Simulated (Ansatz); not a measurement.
# SnSe2: the cost of one run

Computed with Ansatz 0.2.0 (DFT, PBE, plane-wave PAW, default files, scalar-relativistic, unless a step's input says otherwise).

### 1 The starting structure

It takes space group P-3m1 (No. 164, trigonal). The conventional cell has a = 3.811 Å, b = 3.811 Å, c = 6.136 Å, α = 90.00°, β = 90.00°, γ = 120.00°. Sn (site symmetry -3m) has 6 Se at 2.68 Å as nearest neighbours. Se (site symmetry 3m) is surrounded by 3 Sn at 2.68 Å.

Coordinates:

```
Sn Se
1.0
     3.81100    0.00000    0.00000
    -1.90550    3.30042    0.00000
     0.00000    0.00000    6.13600
Sn Se
1 2
Direct
  0.00000 0.00000 0.00000
  0.33333 0.66667 0.24900
  0.66667 0.33333 0.75100
```

### 2 Single point at the given positions

Contents of input.yaml:

```yaml
crystal:
  lattice:
    - [3.811, 0.0, 0.0]
    - [-1.9055, 3.3004228138, 0.0]
    - [0.0, 0.0, 6.136]
  atoms:
    - { symbol: Sn, position: [0.0, 0.0, 0.0] }
    - { symbol: Se, position: [0.3333333333, 0.6666666667, 0.249] }
    - { symbol: Se, position: [0.6666666667, 0.3333333333, 0.751] }
kpoints:
  mp_grid: { grid: [13, 13, 7] }
scf:
  occupations: { method: fermi_dirac, width: 0.02 }
hamiltonian:
  xc: pbe
  pseudopotentials: { kind: paw }
output:
  forces: true
  stress: true
  populations: true
  efg: { quadrupole_moments_barn: { Sn: -0.132 }, contact_densities: true }
```

The run is started by

```
> ansatz run input.yaml --threads 1 --pin off --max-ram 3072MiB --backend cpu --events-out ev --progress --plain --runs-dir out
```

What time and memory should one allow on 1 thread of Arm Neoverse V2, shared host?

About 18 s, with a peak of 0.51 GiB.
